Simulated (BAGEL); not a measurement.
# One shape, several levels: GaH3S (SMILES [SH][GaH2])

Wanted: a comparison of 3 runs (HF/STO-3G, B3LYP/6-31G*, RI-MP2/cc-pVTZ) of GaH3S. 

The results are computed with BAGEL 1.2.2.

6 further runs of the same task are left out: 6 that didn't finish.

## (1) The structure to begin with

GaH3S: 5 atoms, total charge 0, spin state singlet. SMILES: `[SH][GaH2]`. The coordinates come from a PBE0-D4/def2-TZVP relaxation.

Bond lengths: S1–Ga2 2.199 Å, S1–H3 1.343 Å, Ga2–H4 1.559 Å, Ga2–H5 1.560 Å. Angles: S1–Ga2–H4 115.2°, S1–Ga2–H5 118.1°, Ga2–S1–H3 95.0°, H4–Ga2–H5 126.7°.

## (2) A single-point energy at HF/STO-3G (density fitting with qzvpp-jkfit) (run 1)

Input file job.json:

```json
{ "bagel": [

{
  "title": "molecule",
  "basis": "sto-3g",
  "df_basis": "qzvpp-jkfit",
  "angstrom": "true",
  "geometry": [
    { "atom": "S", "xyz": [    0.039000,   -1.453300,    0.684400 ] },
    { "atom": "Ga", "xyz": [   -0.329300,    0.433200,   -0.383400 ] },
    { "atom": "H", "xyz": [    1.263800,   -1.108400,    1.113300 ] },
    { "atom": "H", "xyz": [   -1.711200,    0.532500,   -1.097900 ] },
    { "atom": "H", "xyz": [    0.787500,    1.522400,   -0.357800 ] }
  ]
},
{ "title": "hf" },
{ "title": "print", "file": "orbitals.molden", "orbitals": "true" }

]}
```

Command:

```sh
$ BAGEL_NUM_THREADS=1 BAGEL job.json > job.out
```

The log of the run:

```text
* using 1 threads per process

  ===============================================================
  ===============================================================

  *** Geometry ***

  { "atom" : "S", "xyz" : [      0.073699,     -2.746339,      1.293329 ] },
  { "atom" : "Ga", "xyz" : [     -0.622287,      0.818629,     -0.724521 ] },
  { "atom" : "H", "xyz" : [      2.388236,     -2.094572,      2.103832 ] },
  { "atom" : "H", "xyz" : [     -3.233699,      1.006279,     -2.074730 ] },
  { "atom" : "H", "xyz" : [      1.488159,      2.876919,     -0.676144 ] },

  Number of auxiliary basis functions:      448

  Since a DF basis is specified, we compute 2- and 3-index integrals:
    o Being stored without compression. Storage requirement is 0.003 GB

  Number of basis functions:       30
  Number of electrons      :       50

    * METHOD: MOLECULE                             0.12

  *** RHF ***

  === Nuclear Repulsion ===
   158.6064576244

      * DIIS with orbital gradients will be used.

  === RHF iteration (sto-3g) ===
      0      -2295.77130064          0.00831031           0.02
      1      -2295.80581368          0.00206563           0.02
      2      -2295.80833762          0.00070746           0.02
[... 15 lines of this table left out ...]
     18      -2295.80885368          0.00000001           0.02
    * SCF iteration converged.

    * Permanent dipole moment:
           (   -0.255984,    -0.163971,    -0.046335) a.u.

    * METHOD: HF                                   0.41

    * METHOD: PRINT                                0.00

  ===============================================================
```

It took 0.68 s on 1 thread of Arm Neoverse V2, shared host; peak memory 0.081 GiB.

## (3) The energy at B3LYP/6-31G(d) (density fitting with qzvpp-jkfit, spherical functions) (run 2)

Input file calc.json:

```json
{ "bagel" : [

{
  "title" : "molecule",
  "basis" : "6-31gs.json",
  "df_basis" : "qzvpp-jkfit",
  "angstrom" : true,
  "geometry" : [
    { "atom" : "S", "xyz" : [       0.039000,      -1.453300,       0.684400 ] },
    { "atom" : "Ga", "xyz" : [      -0.329300,       0.433200,      -0.383400 ] },
    { "atom" : "H", "xyz" : [       1.263800,      -1.108400,       1.113300 ] },
    { "atom" : "H", "xyz" : [      -1.711200,       0.532500,      -1.097900 ] },
    { "atom" : "H", "xyz" : [       0.787500,       1.522400,      -0.357800 ] }
  ]
},

{
  "title" : "ks",
  "xc_func" : "b3lyp"
},

{
  "title" : "print",
  "file" : "orbitals.molden",
  "orbitals" : true
}

]}
```

The basis set 6-31G* is read from a file made from the Basis Set Exchange's data (not shown).

Command:

```sh
$ BAGEL_NUM_THREADS=1 BAGEL calc.json > calc.out
```

The log of the run:

```text
* using 1 threads per process

  ===============================================================
  ===============================================================

  *** Geometry ***

  { "atom" : "S", "xyz" : [      0.073699,     -2.746339,      1.293329 ] },
  { "atom" : "Ga", "xyz" : [     -0.622287,      0.818629,     -0.724521 ] },
  { "atom" : "H", "xyz" : [      2.388236,     -2.094572,      2.103832 ] },
  { "atom" : "H", "xyz" : [     -3.233699,      1.006279,     -2.074730 ] },
  { "atom" : "H", "xyz" : [      1.488159,      2.876919,     -0.676144 ] },

  Number of auxiliary basis functions:      448

  Since a DF basis is specified, we compute 2- and 3-index integrals:
    o Being stored without compression. Storage requirement is 0.011 GB

  Number of basis functions:       56
  Number of electrons      :       50

    * METHOD: MOLECULE                             0.16

  *** Kohn-Sham DFT ***

    * Removing 6974 points whose weight is below 1.00e-10
    * Grid points: 67556

  === Nuclear Repulsion ===
   158.6064576244

       - DIIS with orbital gradients will be used.

  === KS iteration (b3lyp / 6-31gs.json) ===
      0      -2262.15305101          0.12631004           0.17
      1      -2049.48789435          0.18379788           0.15
      2      -2118.69621958          0.11523180           0.14
[... 18 lines of this table left out ...]
     21      -2324.63339572          0.00000001           0.14
    * SCF iteration converged.

    * Permanent dipole moment:
           (   -0.282545,    -0.424226,     0.063571) a.u.

    * METHOD: KS                                   3.28

    * METHOD: PRINT                                0.01

  ===============================================================
```

Run time: 3.6 s. Hardware: 1 thread of Arm Neoverse V2, shared host; peak memory 0.23 GiB.

## (4) A single-point energy at RI-MP2/cc-pVTZ (density fitting with qzvpp-jkfit) (run 3)

Input file calc.json:

```json
{ "bagel" : [

{
  "title" : "molecule",
  "basis" : "cc-pvtz.json",
  "df_basis" : "qzvpp-jkfit",
  "angstrom" : true,
  "geometry" : [
    { "atom" : "S", "xyz" : [    0.039000,   -1.453300,    0.684400 ] },
    { "atom" : "Ga", "xyz" : [   -0.329300,    0.433200,   -0.383400 ] },
    { "atom" : "H", "xyz" : [    1.263800,   -1.108400,    1.113300 ] },
    { "atom" : "H", "xyz" : [   -1.711200,    0.532500,   -1.097900 ] },
    { "atom" : "H", "xyz" : [    0.787500,    1.522400,   -0.357800 ] }
  ]
},
{ "title" : "hf" },
{ "title" : "mp2", "ncore" : 14 }

]}
```

The basis set cc-pVTZ is read from a file made from the Basis Set Exchange's data (not shown).

Command:

```sh
$ BAGEL_NUM_THREADS=1 BAGEL calc.json > calc.out
```

The log of the run:

```text
* using 1 threads per process

  ===============================================================
  ===============================================================

  *** Geometry ***

[... 29 lines left out ...]
    * SCF iteration converged.
[... 1 line left out ...]
    * Permanent dipole moment:
[... 2 lines left out ...]
    * METHOD: HF                                   1.41

  *** RHF ***

  === Nuclear Repulsion ===
   158.6064576244

      * DIIS with orbital gradients will be used.

  === RHF iteration (cc-pvtz.json) ===
      0      -2322.60776786          0.00000000           0.09
    * SCF iteration converged.

    * Permanent dipole moment:
           (   -0.218177,    -0.485935,     0.123739) a.u.

  === DF-MP2 calculation ===

    * freezing 14 orbitals
    * 3-index integral transformation done
    * assembly done

      MP2 correlation energy:   -0.3444267537      0.05

      MP2 total energy:       -2322.9521946092

    * METHOD: MP2                                  0.24

  ===============================================================
```

It took 2.1 s on 1 thread of Arm Neoverse V2, shared host; peak memory 0.16 GiB.

## (5) All runs side by side

```csv
run,level,frozen core orbitals,energy (Eh),dipole moment (D),HOMO energy (eV),LUMO energy (eV),wall time
1,HF/STO-3G (density fitting with qzvpp-jkfit),–,-2295.808854,0.78,-7.10,4.95,0.68 s
2,"B3LYP/6-31G* (density fitting with qzvpp-jkfit, spherical functions)",–,-2324.633396,1.31,-7.40,-1.74,3.6 s
3,RI-MP2/cc-pVTZ (density fitting with qzvpp-jkfit),14,-2322.952195,–,–,–,2.1 s
```

## (6) Summary of results

| quantity | value |
| --- | --- |
| run 3: total energy | -2322.95219 Eh |
| run 3: correlation energy (14 core orbitals frozen) | -344.4 mEh |

**Reading.** In run 1 the basis is minimal, so the values are rough. All runs together took 6.4 s, the longest 3.6 s.
